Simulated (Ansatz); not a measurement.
# Sn3Ge29: the cost of one run

Method: DFT LDA, scalar-relativistic, plane waves, PAW, and further levels as typed in the inputs, in Ansatz 0.2.0.

## Step 1: Starting point

It takes space group P1 (No. 1, triclinic). Conventional cell: a = 11.316 Å, b = 11.316 Å, c = 11.316 Å, α = 90.00°, β = 90.00°, γ = 90.00°. Ge (site symmetry 1) is surrounded by 4 Ge at 2.45 Å. Ge (site symmetry 1) is surrounded by 1 Sn at 2.45 Å and 3 Ge at 2.45 Å. Ge (site symmetry 1) has 3 Ge at 2.45 Å and 1 Sn at 2.45 Å as nearest neighbours. Only part of the 64 independent sites is listed.

Coordinates:

```
Ge Sn
1.0
    11.31600    0.00000    0.00000
     0.00000   11.31600    0.00000
     0.00000    0.00000   11.31600
Ge Sn
58 6
Direct
  0.00000 0.00000 0.00000
  0.00000 0.00000 0.50000
  0.00000 0.50000 0.00000
  0.00000 0.50000 0.50000
  0.50000 0.00000 0.00000
  0.50000 0.00000 0.50000
  0.50000 0.50000 0.00000
  0.50000 0.50000 0.50000
  0.00000 0.25000 0.75000
  0.00000 0.75000 0.25000
  0.00000 0.75000 0.75000
  0.50000 0.25000 0.25000
  0.50000 0.25000 0.75000
  0.50000 0.75000 0.25000
  0.50000 0.75000 0.75000
  0.25000 0.00000 0.25000
  0.25000 0.00000 0.75000
  0.25000 0.50000 0.25000
  0.25000 0.50000 0.75000
  0.75000 0.00000 0.25000
  0.75000 0.00000 0.75000
  0.75000 0.50000 0.25000
  0.25000 0.25000 0.00000
  0.25000 0.25000 0.50000
  0.25000 0.75000 0.00000
  0.25000 0.75000 0.50000
  0.75000 0.25000 0.00000
  0.75000 0.25000 0.50000
  0.75000 0.75000 0.50000
  0.12500 0.12500 0.12500
  0.12500 0.12500 0.62500
  0.12500 0.62500 0.62500
  0.62500 0.12500 0.12500
  0.62500 0.62500 0.12500
  0.62500 0.62500 0.62500
  0.12500 0.37500 0.37500
  0.12500 0.37500 0.87500
  0.12500 0.87500 0.37500
  0.12500 0.87500 0.87500
  0.62500 0.37500 0.37500
  0.62500 0.37500 0.87500
  0.62500 0.87500 0.37500
  0.62500 0.87500 0.87500
  0.37500 0.12500 0.37500
  0.37500 0.12500 0.87500
  0.37500 0.62500 0.37500
  0.37500 0.62500 0.87500
  0.87500 0.12500 0.37500
  0.87500 0.12500 0.87500
  0.87500 0.62500 0.37500
  0.87500 0.62500 0.87500
  0.37500 0.37500 0.12500
  0.37500 0.37500 0.62500
  0.37500 0.87500 0.62500
  0.87500 0.37500 0.12500
  0.87500 0.37500 0.62500
  0.87500 0.87500 0.12500
  0.87500 0.87500 0.62500
  0.00000 0.25000 0.25000
  0.75000 0.50000 0.75000
  0.75000 0.75000 0.00000
  0.12500 0.62500 0.12500
  0.62500 0.12500 0.62500
  0.37500 0.87500 0.12500
```

## Step 2: Relaxing cell and atoms: Sn3Ge29, no spin

The input, input.yaml:

```yaml
crystal:
  lattice:
    - [11.316, 0.0, 0.0]
    - [0.0, 11.316, 0.0]
    - [0.0, 0.0, 11.316]
  atoms:
    - { symbol: Ge, position: [0.0, 0.0, 0.0] }
    - { symbol: Ge, position: [0.0, 0.0, 0.5] }
    - { symbol: Ge, position: [0.0, 0.5, 0.0] }
    - { symbol: Ge, position: [0.0, 0.5, 0.5] }
    - { symbol: Ge, position: [0.5, 0.0, 0.0] }
    - { symbol: Ge, position: [0.5, 0.0, 0.5] }
    - { symbol: Ge, position: [0.5, 0.5, 0.0] }
    - { symbol: Ge, position: [0.5, 0.5, 0.5] }
    - { symbol: Sn, position: [0.0, 0.25, 0.25] }
    - { symbol: Ge, position: [0.0, 0.25, 0.75] }
    - { symbol: Ge, position: [0.0, 0.75, 0.25] }
    - { symbol: Ge, position: [0.0, 0.75, 0.75] }
    - { symbol: Ge, position: [0.5, 0.25, 0.25] }
    - { symbol: Ge, position: [0.5, 0.25, 0.75] }
    - { symbol: Ge, position: [0.5, 0.75, 0.25] }
    - { symbol: Ge, position: [0.5, 0.75, 0.75] }
    - { symbol: Ge, position: [0.25, 0.0, 0.25] }
    - { symbol: Ge, position: [0.25, 0.0, 0.75] }
    - { symbol: Ge, position: [0.25, 0.5, 0.25] }
    - { symbol: Ge, position: [0.25, 0.5, 0.75] }
    - { symbol: Ge, position: [0.75, 0.0, 0.25] }
    - { symbol: Ge, position: [0.75, 0.0, 0.75] }
    - { symbol: Ge, position: [0.75, 0.5, 0.25] }
    - { symbol: Sn, position: [0.75, 0.5, 0.75] }
    - { symbol: Ge, position: [0.25, 0.25, 0.0] }
    - { symbol: Ge, position: [0.25, 0.25, 0.5] }
    - { symbol: Ge, position: [0.25, 0.75, 0.0] }
    - { symbol: Ge, position: [0.25, 0.75, 0.5] }
    - { symbol: Ge, position: [0.75, 0.25, 0.0] }
    - { symbol: Ge, position: [0.75, 0.25, 0.5] }
    - { symbol: Sn, position: [0.75, 0.75, 0.0] }
    - { symbol: Ge, position: [0.75, 0.75, 0.5] }
    - { symbol: Ge, position: [0.125, 0.125, 0.125] }
    - { symbol: Ge, position: [0.125, 0.125, 0.625] }
    - { symbol: Sn, position: [0.125, 0.625, 0.125] }
    - { symbol: Ge, position: [0.125, 0.625, 0.625] }
    - { symbol: Ge, position: [0.625, 0.125, 0.125] }
    - { symbol: Sn, position: [0.625, 0.125, 0.625] }
    - { symbol: Ge, position: [0.625, 0.625, 0.125] }
    - { symbol: Ge, position: [0.625, 0.625, 0.625] }
    - { symbol: Ge, position: [0.125, 0.375, 0.375] }
    - { symbol: Ge, position: [0.125, 0.375, 0.875] }
    - { symbol: Ge, position: [0.125, 0.875, 0.375] }
    - { symbol: Ge, position: [0.125, 0.875, 0.875] }
    - { symbol: Ge, position: [0.625, 0.375, 0.375] }
    - { symbol: Ge, position: [0.625, 0.375, 0.875] }
    - { symbol: Ge, position: [0.625, 0.875, 0.375] }
    - { symbol: Ge, position: [0.625, 0.875, 0.875] }
    - { symbol: Ge, position: [0.375, 0.125, 0.375] }
    - { symbol: Ge, position: [0.375, 0.125, 0.875] }
    - { symbol: Ge, position: [0.375, 0.625, 0.375] }
    - { symbol: Ge, position: [0.375, 0.625, 0.875] }
    - { symbol: Ge, position: [0.875, 0.125, 0.375] }
    - { symbol: Ge, position: [0.875, 0.125, 0.875] }
    - { symbol: Ge, position: [0.875, 0.625, 0.375] }
    - { symbol: Ge, position: [0.875, 0.625, 0.875] }
    - { symbol: Ge, position: [0.375, 0.375, 0.125] }
    - { symbol: Ge, position: [0.375, 0.375, 0.625] }
    - { symbol: Sn, position: [0.375, 0.875, 0.125] }
    - { symbol: Ge, position: [0.375, 0.875, 0.625] }
    - { symbol: Ge, position: [0.875, 0.375, 0.125] }
    - { symbol: Ge, position: [0.875, 0.375, 0.625] }
    - { symbol: Ge, position: [0.875, 0.875, 0.125] }
    - { symbol: Ge, position: [0.875, 0.875, 0.625] }
scf:
  occupations: { method: gaussian, width: 0.01 }
output:
  forces: true
  stress: true
hamiltonian:
  xc: lda
kpoints:
  mp_grid: { grid: [2, 2, 2] }
relax:
  f_tol: 0.01
  cell: { stress_tol: 0.04 }
```

Started as:

```console
ansatz run input.yaml --threads 16 --pin off --max-ram 40960MiB --backend cpu --events-out ev --progress --plain --runs-dir out
```

What time and memory should one allow on 16 threads of Intel Xeon at 2.50GHz (Skylake/Cascade Lake), shared host?

About 11 min, with a peak of 25 GiB.
